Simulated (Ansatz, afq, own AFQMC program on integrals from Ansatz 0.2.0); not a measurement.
**HSBr (triplet): quantum Monte Carlo beside coupled cluster at distance Br1–H2 along a hydrogen transfer = 1.676 Å, cc-pVTZ**

How near does AFQMC come to the top of the ladder for HSBr (triplet)?

Method: cc-pVTZ, frozen cores; program: Ansatz 0.2.0, Gaussian basis, and an in-house AFQMC program (afq) on its integrals; all values are calculated.

Plan: CCSD(T) on UHF; PBE (unrestricted); CCSDT(Q) on UHF; r2SCAN (unrestricted); PBE0 (unrestricted); B3LYP (unrestricted); wB97M-V (unrestricted); B2PLYP (unrestricted); Phaseless AFQMC, CISD trial on UHF.

## 1. What is computed

The geometry derives from fragments relaxed apart (PBE0/def2-TZVP) and kept rigid, so it is no stationary point. A hydrogen atom is moved between rigid fragments. No spin-orbit coupling is included. The filled d shell of Br may be among the frozen orbitals whatever the setting's name suggests; the logs give the count.

3 atoms, charge 0, spin multiplicity 3.

Atoms are counted from 1 here; the program's logs count them from 0.

Bond lengths: Br1–H2 1.676 Å, H2–S3 1.482 Å. Angles: Br1–H2–S3 180.0°.

## 2. CCSD(T) on UHF

File in.yaml:

```yaml
crystal:
  periodic: [false, false, false]
  atoms:
    - {symbol: Br, position_ang: [0.000000, 0.000000, -1.611333]}
    - {symbol: H, position_ang: [0.000000, 0.000000, 0.064667]}
    - {symbol: S, position_ang: [0.000000, 0.000000, 1.546667]}
basis:
  gaussian: {orbitals: cc-pVTZ}
magnetization: {spin_polarized: true, initial_magnetization: 2}
correlation: {method: ccsd_t, electrons: outside_noble_gas, hamiltonian_folder: ham}
```

On the command line:

```bash
> ansatz run in.yaml --threads 1 --pin off --events-out ev --progress --plain --max-ram 16896MiB --backend cuda --devices 0, --max-vram 18GiB
```

The program printed, cut to the lines that bear on the results:

```text
Functional definition: HF
  name "HF"
  cite "Fock, Z. Phys. 61, 126 (1930) doi:10.1007/BF01340294"
  parent pbe
[...]
554 factors; integrals over basis functions are off by at most 1.1e-3 eV
[...]
mean field -80832.00997015 eV, -2970.5215764987 hartree, gradient 4.5e-6 eV, S^2 2.055789; 14 other end points of the search recorded, 0 dependent functions left out
determinant -80832.00997015 eV, -2970.5215764987 hartree, with singles and doubles -80841.43971534 eV, -2970.8681132428 hartree
determinant -80831.67625311 eV, -2970.5093126238 hartree, with singles and doubles -80841.01534938 eV, -2970.8525180815 hartree
determinant -80831.10852989 eV, -2970.4884491802 hartree, with singles and doubles -80840.53610003 eV, -2970.8349059927 hartree
determinant -80831.01713064 eV, -2970.4850903198 hartree, with singles and doubles -80840.31881706 eV, -2970.8269209907 hartree
determinant -80828.55531234 eV, -2970.3946201659 hartree, with singles and doubles -80838.87008606 eV, -2970.7736811087 hartree
determinant -80832.00997015 eV, -2970.5215764987 hartree, with singles and doubles -80841.44034840 eV, -2970.8681365073 hartree
determinant -80831.67625311 eV, -2970.5093126238 hartree, with singles and doubles -80841.03450631 eV, -2970.8532220855 hartree
19 core orbitals not correlated: weight in the atoms' cores, before any rotation towards them, 1.000 or more for the frozen orbitals, at most 0.000 for the correlated occupied ones
reference -80832.00997015 eV, -2970.5215764987 hartree; 8, 6 occupied and 64, 66 virtual orbitals, 554 factors
second order -8.30242279 eV of doubles, -0.00000000 eV of singles
cycle   1  -9.43038056 eV  change   -2.3e-6 eV  update   1.5e-6
perturbative correction -0.37623809 eV, -0.0138264948 hartree
Total energy: -80841.81658880 eV, -2970.8819630870 hartree
```

Wall time 4.3 s (1 × NVIDIA H100 80GB HBM3 with 1 thread of AMD EPYC 7R13 (Zen 3), shared host); peak host memory 1.8 GiB.

From the report: ⟨S²⟩ of the determinant 2.056 (pure triplet: 2.00); correlation -9.8066 eV; T1 0.016; largest double amplitude 0.06.

This run also writes the integrals to the folder ham.

## 3. PBE (unrestricted)

in.yaml, as its differences from that of step 2:

```diff
@@ -9,2 +9,3 @@
 magnetization: {spin_polarized: true, initial_magnetization: 2}
-correlation: {method: ccsd_t, electrons: outside_noble_gas, hamiltonian_folder: ham}
+hamiltonian: {xc: {name: PBE}}
+output: {orbitals: {seedname: orbitals}}
```

On the command line:

```bash
> ansatz run in.yaml --threads 1 --pin off --events-out ev --progress --plain --max-ram 5632MiB --backend cpu
```

The program printed, cut to the lines that bear on the results:

```text
Functional definition: PBE
  name "PBE"
  cite "Perdew, Burke & Ernzerhof, Phys. Rev. Lett. 77, 3865 (1996) doi:10.1103/PhysRevLett.77.3865"
  parent pbe
[...]
702 factors; their error is unknown
[...]
mean field -80882.07217089 eV, -2972.3613284427 hartree, gradient 7.3e-6 eV, S^2 2.004261; 16 other end points of the search recorded, 0 dependent functions left out
reference -80882.07219937 eV, -2972.3613294893 hartree; 27, 25 occupied and 64, 66 virtual orbitals, 702 factors
Total energy: -80882.07219937 eV, -2972.3613294893 hartree
```

It took 14 s on 1 thread of AMD EPYC 7R13 (Zen 3), shared host; peak memory 1.8 GiB.

From the report: ⟨S²⟩ of the determinant 2.004 (pure triplet: 2.00).

## 4. CCSDT(Q) on UHF

in.yaml, as its differences from that of step 3:

```diff
@@ -9,3 +9,2 @@
 magnetization: {spin_polarized: true, initial_magnetization: 2}
-hamiltonian: {xc: {name: PBE}}
-output: {orbitals: {seedname: orbitals}}
+correlation: {method: ccsdt_q, electrons: outside_noble_gas}
```

On the command line:

```bash
> ansatz run in.yaml --threads 1 --pin off --events-out ev --progress --plain --max-ram 16896MiB --backend cuda --devices 0, --max-vram 18GiB
```

The program printed, cut to the lines that bear on the results:

```text
Functional definition: HF
  name "HF"
  cite "Fock, Z. Phys. 61, 126 (1930) doi:10.1007/BF01340294"
  parent pbe
[...]
1000 factors; integrals over basis functions are off by at most 2.4e-7 eV
[...]
mean field -80832.00998853 eV, -2970.5215771743 hartree, gradient 4.1e-6 eV, S^2 2.055789; 16 other end points of the search recorded, 0 dependent functions left out
determinant -80832.00998853 eV, -2970.5215771743 hartree, with singles and doubles -80841.43973536 eV, -2970.8681139786 hartree
determinant -80831.67627150 eV, -2970.5093132996 hartree, with singles and doubles -80841.01536247 eV, -2970.8525185625 hartree
determinant -80831.10855073 eV, -2970.4884499462 hartree, with singles and doubles -80840.53608141 eV, -2970.8349053084 hartree
determinant -80831.01715289 eV, -2970.4850911374 hartree, with singles and doubles -80840.31884351 eV, -2970.8269219630 hartree
determinant -80828.55533245 eV, -2970.3946209050 hartree, with singles and doubles -80838.87015970 eV, -2970.7736838147 hartree
determinant -80832.00998853 eV, -2970.5215771743 hartree, with singles and doubles -80841.44036837 eV, -2970.8681372413 hartree
determinant -80831.67627150 eV, -2970.5093132996 hartree, with singles and doubles -80841.03451944 eV, -2970.8532225682 hartree
19 core orbitals not correlated: weight in the atoms' cores, before any rotation towards them, 1.000 or more for the frozen orbitals, at most 0.000 for the correlated occupied ones
reference -80832.00998853 eV, -2970.5215771743 hartree; 8, 6 occupied and 64, 66 virtual orbitals, 1000 factors
second order -8.30246337 eV of doubles, -0.00000000 eV of singles
cycle   1  -9.10992783 eV  change   -8.1e-1 eV  update   8.4e-2
[...]
cycle  19  -9.84733446 eV  change   -2.5e-7 eV  update   4.5e-7
perturbative correction -0.01713693 eV, -0.0006297706 hartree
Total energy: -80841.87445992 eV, -2970.8840898114 hartree
```

Run time: 26 s. Hardware: 1 × NVIDIA H100 80GB HBM3 with 1 thread of AMD EPYC 7R13 (Zen 3), shared host; peak host memory 1.8 GiB.

From the report: ⟨S²⟩ of the determinant 2.056 (pure triplet: 2.00); correlation -9.8645 eV; T1 0.018; largest double amplitude 0.07.

## 5. r2SCAN (unrestricted)

in.yaml, as its differences from that of step 4:

```diff
@@ -9,2 +9,2 @@
 magnetization: {spin_polarized: true, initial_magnetization: 2}
-correlation: {method: ccsdt_q, electrons: outside_noble_gas}
+hamiltonian: {xc: {name: r2SCAN}}
```

On the command line:

```bash
> ansatz run in.yaml --threads 1 --pin off --events-out ev --progress --plain --max-ram 5632MiB --backend cpu
```

The program printed, cut to the lines that bear on the results:

```text
Functional definition: r2SCAN
  name "r2SCAN"
  cite "Furness, Kaplan, Ning, Perdew & Sun, J. Phys. Chem. Lett. 11, 8208 (2020) doi:10.1021/acs.jpclett.0c02405"
  cite "Furness, Kaplan, Ning, Perdew & Sun, J. Phys. Chem. Lett. 11, 9248 (2020) doi:10.1021/acs.jpclett.0c03077"
  parent r2scan
[...]
702 factors; their error is unknown
[...]
mean field -80896.01397082 eV, -2972.8736801401 hartree, gradient 3.1e-6 eV, S^2 2.010530; 20 other end points of the search recorded, 0 dependent functions left out
reference -80896.01397959 eV, -2972.8736804624 hartree; 27, 25 occupied and 64, 66 virtual orbitals, 702 factors
Total energy: -80896.01397959 eV, -2972.8736804624 hartree
```

Wall time 61 s (1 thread of AMD EPYC 7R13 (Zen 3), shared host); peak memory 1.8 GiB.

From the report: ⟨S²⟩ of the determinant 2.011 (pure triplet: 2.00).

## 6. PBE0 (unrestricted)

in.yaml, as its differences from that of step 5:

```diff
@@ -9,2 +9,3 @@
 magnetization: {spin_polarized: true, initial_magnetization: 2}
-hamiltonian: {xc: {name: r2SCAN}}
+hamiltonian: {xc: {name: PBE0}}
+output: {orbitals: {seedname: orbitals}}
```

The command is unchanged.

The program printed, cut to the lines that bear on the results:

```text
Functional definition: PBE0
  name "PBE0"
  cite "Adamo & Barone, J. Chem. Phys. 110, 6158 (1999) doi:10.1063/1.478522"
  cite "Perdew, Burke & Ernzerhof, Phys. Rev. Lett. 77, 3865 (1996) doi:10.1103/PhysRevLett.77.3865"
  parent pbe
[...]
554 factors; integrals over basis functions are off by at most 1.1e-3 eV
[...]
mean field -80885.24073298 eV, -2972.4777709518 hartree, gradient 2.3e-6 eV, S^2 2.011800; 7 other end points of the search recorded, 0 dependent functions left out
reference -80885.24075454 eV, -2972.4777717440 hartree; 27, 25 occupied and 64, 66 virtual orbitals, 554 factors
Total energy: -80885.24075454 eV, -2972.4777717440 hartree
```

Run time: 16 s. Hardware: 1 thread of AMD EPYC 7R13 (Zen 3), shared host; peak memory 1.8 GiB.

From the report: ⟨S²⟩ of the determinant 2.012 (pure triplet: 2.00).

## 7. B3LYP (unrestricted)

in.yaml, as its differences from that of step 6:

```diff
@@ -9,3 +9,2 @@
 magnetization: {spin_polarized: true, initial_magnetization: 2}
-hamiltonian: {xc: {name: PBE0}}
-output: {orbitals: {seedname: orbitals}}
+hamiltonian: {xc: {name: B3LYP}}
```

The command is unchanged.

The program printed, cut to the lines that bear on the results:

```text
Functional definition: B3LYP
  name "B3LYP"
  cite "Stephens, Devlin, Chabalowski & Frisch, J. Phys. Chem. 98, 11623 (1994) doi:10.1021/j100096a001"
  cite "Becke, Phys. Rev. A 38, 3098 (1988) doi:10.1103/PhysRevA.38.3098"
  cite "Lee, Yang & Parr, Phys. Rev. B 37, 785 (1988) doi:10.1103/PhysRevB.37.785"
  cite "Vosko, Wilk & Nusair, Can. J. Phys. 58, 1200 (1980) doi:10.1139/p80-159"
[...]
554 factors; integrals over basis functions are off by at most 1.1e-3 eV
[...]
mean field -80898.54157508 eV, -2972.9665678833 hartree, gradient 2.5e-6 eV, S^2 2.008742; 10 other end points of the search recorded, 0 dependent functions left out
reference -80898.54177569 eV, -2972.9665752555 hartree; 27, 25 occupied and 64, 66 virtual orbitals, 554 factors
Total energy: -80898.54177569 eV, -2972.9665752555 hartree
```

It took 20 s on 1 thread of AMD EPYC 7R13 (Zen 3), shared host; peak memory 1.8 GiB.

From the report: ⟨S²⟩ of the determinant 2.009 (pure triplet: 2.00).

## 8. wB97M-V (unrestricted)

in.yaml, as its differences from that of step 7:

```diff
@@ -9,2 +9,3 @@
 magnetization: {spin_polarized: true, initial_magnetization: 2}
-hamiltonian: {xc: {name: B3LYP}}
+hamiltonian: {xc: {name: wB97M-V}}
+output: {orbitals: {seedname: orbitals}}
```

Launched as before.

The program printed, cut to the lines that bear on the results:

```text
Functional definition: wB97M-V
  name "wB97M-V"
  cite "Mardirossian & Head-Gordon, J. Chem. Phys. 144, 214110 (2016) doi:10.1063/1.4952647"
  cite "Becke, J. Chem. Phys. 107, 8554 (1997) doi:10.1063/1.475007"
  cite "Vydrov & Van Voorhis, J. Chem. Phys. 133, 244103 (2010) doi:10.1063/1.3521275"
  # Of w^i u^j: cxij and so on, Table III.
[...]
  gx(w, u) = 1 - cx + cx01*u + cx10*w
  gss(w, u) = css00 + css04*u^4 + css10*w + css20*w^2 + css43*w^4*u^3
  gos(w, u) = cos00 + cos10*w + (cos20 + cos21*u)*w^2 + (cos60 + cos61*u)*w^6
[...]
      + integral(e_c_pw_mod_opposite_spin*gos(b97_w_opposite, b97_u_opposite)) + vv10(b, c)
554 factors; integrals over basis functions are off by at most 1.1e-3 eV
115 factors; integrals over basis functions are off by at most 5.1e-5 eV
[...]
mean field -80892.38962818 eV, -2972.7404880046 hartree, gradient 1.6e-5 eV, S^2 2.011599; 5 other end points of the search recorded, 0 dependent functions left out
reference -80892.38965916 eV, -2972.7404891430 hartree; 27, 25 occupied and 64, 66 virtual orbitals, 554 factors
Total energy: -80892.38965916 eV, -2972.7404891430 hartree
```

Wall time 27 s (1 thread of AMD EPYC 7R13 (Zen 3), shared host); peak memory 1.8 GiB.

From the report: ⟨S²⟩ of the determinant 2.012 (pure triplet: 2.00).

## 9. B2PLYP (unrestricted)

in.yaml, as its differences from that of step 8:

```diff
@@ -9,3 +9,3 @@
 magnetization: {spin_polarized: true, initial_magnetization: 2}
-hamiltonian: {xc: {name: wB97M-V}}
-output: {orbitals: {seedname: orbitals}}
+hamiltonian: {xc: {name: B2PLYP}}
+correlation: {electrons: outside_noble_gas}
```

The command is unchanged.

The program printed, cut to the lines that bear on the results:

```text
Functional definition: B2PLYP
  name "B2PLYP"
  cite "Grimme, J. Chem. Phys. 124, 034108 (2006) doi:10.1063/1.2148954"
  cite "Becke, Phys. Rev. A 38, 3098 (1988) doi:10.1103/PhysRevA.38.3098"
  cite "Lee, Yang & Parr, Phys. Rev. B 37, 785 (1988) doi:10.1103/PhysRevB.37.785"
[...]
554 factors; integrals over basis functions are off by at most 1.1e-3 eV
[...]
mean field -80879.51535049 eV, -2972.2673670261 hartree, gradient 2.5e-6 eV, S^2 2.022462; 10 other end points of the search recorded, 0 dependent functions left out
19 core orbitals not correlated: weight in the atoms' cores, before any rotation towards them, 1.000 or more for the frozen orbitals, at most 0.000 for the correlated occupied ones
reference -80879.51547881 eV, -2972.2673717417 hartree; 8, 6 occupied and 64, 66 virtual orbitals, 554 factors
second order -10.27599460 eV of doubles, -0.00000000 eV of singles
Total energy: -80882.28999735 eV, -2972.3693334174 hartree
```

Run time: 16 s. Hardware: 1 thread of AMD EPYC 7R13 (Zen 3), shared host; peak memory 1.8 GiB.

From the report: ⟨S²⟩ of the determinant 2.022 (pure triplet: 2.00).

## 10. Phaseless AFQMC, CISD trial on UHF

It reads the integrals that the CCSD(T) run on this determinant wrote.

On the command line:

```bash
> afq ham --method phaseless --trial cisd --walkers 2600 --populations 20 --least-time 60 --time-step 0.005 --steps-per-block 50 --equilibration-blocks 28 --max-blocks 4000 --target-error 0.00022 --factor-cut 1e-05 --start spin_pure --seed 3988 --release-times 0.24,0.51,0.99,1.62,2.4 --release-step 0.03 --release-every 3 --taylor-order 6
```

The program printed:

```text
orbitals 72  electrons 8 6  factors 487 of 554
reference energy -2970.52157650 Eh
CCSD correlation -0.34656031 Eh in 12 cycles, weight of the determinant in the CISD state 0.8514
energy of the start -2970.865052 Eh
 block  time / (1/Eh)  mean weight  energy / Eh
     1     0.250  0.9996  -2970.860402
     2     0.500  1.0002  -2970.865624
     3     0.750  1.0003  -2970.870539
     4     1.000  0.9996  -2970.875428
     5     1.250  1.0000  -2970.878600
     6     1.500  0.9994  -2970.880680
     7     1.750  0.9998  -2970.880632
     8     2.000  0.9999  -2970.881666
     9     2.250  1.0000  -2970.882006
    10     2.500  1.0001  -2970.882837
    11     2.750  0.9993  -2970.883059
    12     3.000  0.9996  -2970.883075
    13     3.250  0.9999  -2970.882246
    14     3.500  0.9996  -2970.883646
    15     3.750  1.0001  -2970.883913
    16     4.000  1.0003  -2970.883830
    17     4.250  1.0000  -2970.883595
    18     4.500  1.0000  -2970.883237
    19     4.750  0.9996  -2970.883254
    20     5.000  1.0004  -2970.882796
    21     5.250  0.9998  -2970.884327
    22     5.500  0.9997  -2970.885855
    23     5.750  1.0001  -2970.883906
    24     6.000  1.0000  -2970.883361
    25     6.250  0.9995  -2970.882758
    26     6.500  1.0002  -2970.883424
    27     6.750  1.0002  -2970.882863
    28     7.000  1.0003  -2970.882927
    29     7.250  1.0002  -2970.883639
    30     7.500  1.0002  -2970.883464
    31     7.750  1.0001  -2970.883198
    32     8.000  1.0006  -2970.883398
    33     8.250  1.0000  -2970.883760
    34     8.500  1.0000  -2970.884006
    35     8.750  0.9996  -2970.882880
    36     9.000  0.9995  -2970.882525
    37     9.250  0.9999  -2970.883260
    38     9.500  0.9999  -2970.882860
    39     9.750  0.9995  -2970.883094
    40    10.000  0.9997  -2970.883713
    41    10.250  0.9998  -2970.884561
    42    10.500  1.0002  -2970.882917
    43    10.750  1.0000  -2970.881960
    44    11.000  0.9999  -2970.883172
    45    11.250  1.0001  -2970.884305
    46    11.500  0.9997  -2970.883965
    47    11.750  0.9999  -2970.883144
    48    12.000  1.0003  -2970.883929
    49    12.250  1.0002  -2970.883925
    50    12.500  1.0002  -2970.882789
    51    12.750  1.0000  -2970.884545
    52    13.000  0.9997  -2970.884503
    53    13.250  0.9997  -2970.883144
    54    13.500  0.9998  -2970.883892
    55    13.750  0.9999  -2970.883391
    56    14.000  0.9997  -2970.882439
    57    14.250  0.9994  -2970.882231
    58    14.500  0.9999  -2970.881558
    59    14.750  0.9998  -2970.882650
    60    15.000  1.0002  -2970.882001
    61    15.250  0.9999  -2970.883232
    62    15.500  0.9999  -2970.883602
    63    15.750  0.9998  -2970.883140
    64    16.000  1.0000  -2970.883467
    65    16.250  0.9997  -2970.883826
    66    16.500  0.9999  -2970.882752
    67    16.750  0.9998  -2970.882738
    68    17.000  0.9990  -2970.883284
    69    17.250  0.9995  -2970.883149
    70    17.500  1.0000  -2970.881972
    71    17.750  1.0000  -2970.882385
    72    18.000  1.0002  -2970.882626
    73    18.250  0.9998  -2970.882707
    74    18.500  1.0002  -2970.882923
    75    18.750  0.9994  -2970.882370
    76    19.000  0.9996  -2970.882313
    77    19.250  0.9995  -2970.882353
    78    19.500  0.9993  -2970.883404
error from the spread of 20 populations
released: time / (1/Eh)  energy / Eh  error  mean overlap
  0.24  -2970.883359  0.000173  1.0035
  0.51  -2970.883751  0.000172  1.0015
  0.99  -2970.883923  0.000218  0.9969
  1.62  -2970.884162  0.000233  0.9895
  2.40  -2970.883676  0.000399  0.9976
energy -2970.883141 +/- 0.000218 Eh
```

Run time: 2 min. Hardware: 1 × NVIDIA H100 80GB HBM3 with 2 threads of AMD EPYC 7R13 (Zen 3), shared host; peak host memory 1.8 GiB.

Energy -80841.8486 ± 0.0059 eV. Caveats: constraint bias not in the error.

## 11. All levels side by side

On the UHF determinant, counted from CCSDT(Q) (a yardstick, not exact):

| level | energy (eV) | from CCSDT(Q) (kcal/mol) | statistical error (kcal/mol) | time |
| --- | --- | --- | --- | --- |
| HF | -80832.0100 | +227.48 |  |  |
| MP2 | -80840.3124 | +36.02 |  |  |
| CCSD | -80841.4404 | +10.01 |  |  |
| CCSD(T) | -80841.8166 | +1.33 |  |  |
| CCSDT(Q) | -80841.8745 | 0.00 |  |  |
| Phaseless AFQMC, CISD trial, step 0.005, 2600 walkers | -80841.8486 | +0.60 | 0.14 | 2 min |

The functionals' totals stand on their own zeros and serve differences with other points: PBE -80882.072 eV; r2SCAN -80896.014 eV; PBE0 -80885.241 eV; B3LYP -80898.542 eV; wB97M-V -80892.390 eV; B2PLYP -80882.290 eV.

## 12. Summary of results

```
                                        quantity                  value
                    CCSD(T) on UHF from CCSDT(Q)         +1.33 kcal/mol
Phaseless AFQMC, CISD trial on UHF from CCSDT(Q)  +0.60 ± 0.14 kcal/mol
```

What this shows: On UHF the phaseless walk with the CISD trial lies +0.60 kcal/mol from CCSDT(Q), 4 times its error bar. Error bars are statistical and leave out the constraint, the time step and what remains of the start.
